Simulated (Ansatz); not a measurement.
**CH₇FO₃Si₂: a ladder of functionals and wavefunction methods**

An exercise on one series of results from a longer session: the logs are not shown, and one member is left open.

Method: functionals in def2-TZVPP, the program's frozen cores in correlated methods; program: Ansatz 0.2.0, Gaussian basis.

Levels to be run: PBE-D4, r2SCAN-D4, PBE0-D4, B3LYP-D4, ωB97X-V, ωB97M-V, B2PLYP; CCSD(T)/def2-TZVPP; MP2/def2-QZVPP; extrapolation to the limit.

### The geometry

An earlier PBE0-D4 in a triple-zeta def2 set relaxation fixed the geometry.

SMILES `C[Si@H](O)O[Si@@H](O)F`, 14 atoms, charge 0, spin multiplicity 1.

Atoms are counted from 1 here; the program's logs count them from 0.

Bond lengths: C1–Si2 1.844 Å, C1–H8 1.092 Å, C1–H9 1.093 Å, C1–H10 1.092 Å, Si2–O3 1.659 Å, Si2–O4 1.640 Å, Si2–H11 1.484 Å, O3–H12 0.958 Å, O4–Si5 1.626 Å, Si5–O6 1.624 Å, Si5–F7 1.591 Å, Si5–H13 1.467 Å, O6–H14 0.964 Å. Angles: Si2–C1–H8 110.7°, Si2–C1–H9 110.3°, Si2–C1–H10 111.0°, H8–C1–H9 108.1°, H8–C1–H10 108.5°, H9–C1–H10 108.2°, C1–Si2–O3 108.0°, C1–Si2–O4 110.0°, C1–Si2–H11 113.4°, O3–Si2–O4 108.2°, O3–Si2–H11 109.2°, O4–Si2–H11 107.9°, Si2–O3–H12 117.1°, Si2–O4–Si5 135.0°, O4–Si5–O6 111.1°, O4–Si5–F7 107.1°, O4–Si5–H13 111.4°, O6–Si5–F7 110.4° and more.

The first run:

in.yaml reads:

```yaml
crystal:
  periodic: [false, false, false]
  atoms:
    - {symbol: C, position_ang: [-0.924015, 0.860437, -1.767013]}
    - {symbol: Si, position_ang: [-0.039648, -0.516635, -0.916382]}
    - {symbol: O, position_ang: [-1.131336, -1.304472, 0.052962]}
    - {symbol: O, position_ang: [1.150935, 0.086222, 0.037126]}
    - {symbol: Si, position_ang: [1.332459, 0.332175, 1.634366]}
    - {symbol: O, position_ang: [-0.103451, 0.324582, 2.392888]}
    - {symbol: F, position_ang: [2.257197, -0.839291, 2.186951]}
    - {symbol: H, position_ang: [-0.225077, 1.468836, -2.345534]}
    - {symbol: H, position_ang: [-1.412362, 1.507875, -1.033941]}
    - {symbol: H, position_ang: [-1.688787, 0.474002, -2.444429]}
    - {symbol: H, position_ang: [0.573517, -1.491290, -1.852015]}
    - {symbol: H, position_ang: [-1.031290, -2.253458, 0.140881]}
    - {symbol: H, position_ang: [2.017513, 1.600548, 1.905180]}
    - {symbol: H, position_ang: [-0.775645, -0.249531, 2.008971]}
basis:
  gaussian: {orbitals: def2-TZVPP}
hamiltonian: {xc: pbe, dispersion: d4}
output: {forces: true, orbitals: {seedname: orbitals}}
```

The run is started by

```console
$ ansatz run in.yaml --threads 2 --pin off --events-out ev --progress --plain --max-ram 32768MiB --backend cuda --devices 0, --max-vram 18GiB
```

Steps of the session up to this table: PBE-D4 (GGA); r2SCAN-D4 (meta-GGA); PBE0-D4 (hybrid); B3LYP-D4 (hybrid); ωB97X-V (range-separated); ωB97M-V (range-separated); B2PLYP (double hybrid); CCSD(T) in def2-TZVPP; MP2 in def2-QZVPP.

One of the session's tables, all rows but one given; the rest of the session is left out.

| method | atomisation energy (kcal/mol) |
| --- | --- |
| PBE-D4 | 1366.3 |
| r2SCAN-D4 | 1360.3 |
| PBE0-D4 | 1342.2 |
| B3LYP-D4 | ? |
| ωB97X-V | 1361.5 |
| ωB97M-V | 1362.8 |
| B2PLYP | 1343.5 |
| HF/def2-TZVPP | 1000.1 |
| MP2/def2-TZVPP | 1360.6 |
| CCSD/def2-TZVPP | 1308.4 |
| CCSD(T)/def2-TZVPP | 1326.8 |
| MP2/CBS | 1400.7 |
| CCSD(T)/CBS | 1366.9 |

Estimate the missing values for B3LYP-D4.

The run gave: atomisation energy (kcal/mol): 1351.3. In the column «atomisation energy (kcal/mol)» it lies between B2PLYP (1343.5) and r2SCAN-D4 (1360.3).

Limits of these values: Free atoms (1 C, 2 Si, 3 O, 1 F, 7 H) were run apart at each level; the atomisation energy is their sum less the molecule, without zero-point or spin-orbit terms.
